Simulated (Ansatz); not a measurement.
Here is an Ansatz input file for YCu, space group Pm-3m. Write the same calculation for the Python package.

```yaml
crystal:
  lattice:
    - [3.45812, 0.0, 0.0]
    - [0.0, 3.45812, 0.0]
    - [0.0, 0.0, 3.45812]
  atoms:
    - { symbol: "Y", position: [0.0, 0.0, 0.0] }
    - { symbol: Cu, position: [0.5, 0.5, 0.5] }
basis:
  ecutwfc: 550.0
kpoints:
  mp_grid:
    grid: [7, 7, 7]
hamiltonian:
  xc: pbesol
scf:
  n_extra_bands: 10
  occupations:
    method: fermi_dirac
    width: 0.05
output:
  dos:
    de: 0.05
    projected: true
```

`pdos_ycu.py`
```python
"""Projected density of states of YCu."""

import ansatz as az
import numpy as np

ycu = (
    az.Lattice.of([3.45812, 0.0, 0.0], [0.0, 3.45812, 0.0], [0.0, 0.0, 3.45812])
    .atom("Y", [0.0, 0.0, 0.0])
    .atom("Cu", [0.5, 0.5, 0.5])
)

job = (
    ycu.calculation()
    .basis(550)
    .functional("pbesol")
    .occupations(az.OccupationsMethod.FERMI_DIRAC, width=50 * az.meV)
    .kpoints(7)
    .scf(extra_bands=10)
    .density_of_states(projected=True, energy_step=0.05)
)
planned = job.session().plan(threads=1)
facts = planned.describe()
print("plan:", facts["n_bands"], "bands,", len(facts["kpoints_frac"]), "k-points, plane waves", facts["n_pw_range"], "grid", facts["fft_dense"])
out = planned.execute()
summary = out.report

dos = out.density_of_states()
energy = np.asarray(dos.energies_ev) - dos.fermi_ev
curves = {}
for site in out.projected_density_of_states().sites:
    for shell in site.shells:
        weight = sum(np.sum(curve.g_bin_mean_per_ev, axis=0) for curve in shell.curves)
        name = f"{site.species} {shell.label}"
        curves[name] = curves.get(name, 0) + weight

print("E-EF   " + " ".join(f"{name:>8s}" for name in curves))
for e in np.arange(-6, 6 + 0.1, 0.5):
    print(f"{e:5.1f}  " + " ".join(f"{np.interp(e, energy, g):8.3f}" for g in curves.values()))
```

`python pdos_ycu.py` gives:
```text
plan: 25 bands, 20 k-points, plane waves [1201, 1231] grid [27, 27, 27]
E-EF       Y 4S     Y 5S     Y 4P     Y 4D    Cu 3S    Cu 4S    Cu 3P    Cu 3D
 -6.0     0.006    0.072    0.002    0.001    0.000    0.056    0.000    0.000
 -5.5     0.006    0.102    0.005    0.006    0.001    0.088    0.000    0.002
 -5.0     0.007    0.141    0.009    0.021    0.001    0.136    0.000    0.010
 -4.5     0.006    0.170    0.015    0.065    0.001    0.208    0.000    0.053
 -4.0     0.007    0.265    0.042    0.625    0.003    0.678    0.001    0.652
 -3.5     0.005    0.087    0.008    0.441    0.001    0.113    0.000    2.133
 -3.0     0.000    0.010    0.028    0.568    0.000    0.037    0.001   12.855
 -2.5     0.001    0.129    0.014    0.250    0.000    0.238    0.001    1.362
 -2.0     0.000    0.001    0.001    0.106    0.000    0.017    0.000    0.007
 -1.5     0.001    0.074    0.005    0.161    0.000    0.101    0.001    0.121
 -1.0     0.000    0.192    0.009    0.715    0.000    0.060    0.003    0.155
 -0.5     0.001    0.233    0.010    0.927    0.000    0.047    0.003    0.155
  0.0     0.000    0.089    0.009    1.048    0.000    0.065    0.002    0.144
  0.5     0.000    0.003    0.016    3.024    0.000    0.034    0.002    0.296
  1.0     0.000    0.000    0.000    0.000    0.000    0.000    0.000    0.000
  1.5     0.011    0.074    0.007    2.047    0.001    0.097    0.001    0.097
  2.0     0.002    0.113    0.004    1.384    0.000    0.010    0.001    0.038
  2.5     0.002    0.165    0.004    1.741    0.001    0.150    0.001    0.045
  3.0     0.003    0.167    0.002    1.056    0.000    0.031    0.000    0.045
  3.5     0.004    0.097    0.001    1.493    0.000    0.072    0.000    0.064
  4.0     0.002    0.033    0.001    1.241    0.000    0.047    0.000    0.037
  4.5     0.001    0.027    0.000    0.838    0.000    0.026    0.000    0.015
  5.0     0.003    0.067    0.000    0.084    0.000    0.049    0.000    0.004
  5.5     0.003    0.102    0.000    0.181    0.001    0.143    0.000    0.004
  6.0     0.025    0.558    0.003    1.268    0.002    0.238    0.000    0.006
```

What to keep in mind:
- The run is spin-unpolarised.
- For a metal this k-point mesh is coarse: on a finer one energies can move by several to tens of meV an atom and pressures by half a GPa or more, differences at one mesh by less.
- This cell is a computed structure, which may not be the phase found in nature.
- Curves are summed over the cell's atoms. Only shells that the potentials hold have channels, so projections don't add up to the total, least of all where a shell is missing (p of most metals); heights and places of peaks move with the mesh.
- The density of states is complete only as far up as bands were computed.
- Wall time of the script: 3.2 s on 1 thread of Arm Neoverse V1, on a shared host, peak memory 0.38 GiB.

(Lines on the test bed's own set-up are left out of the output.)
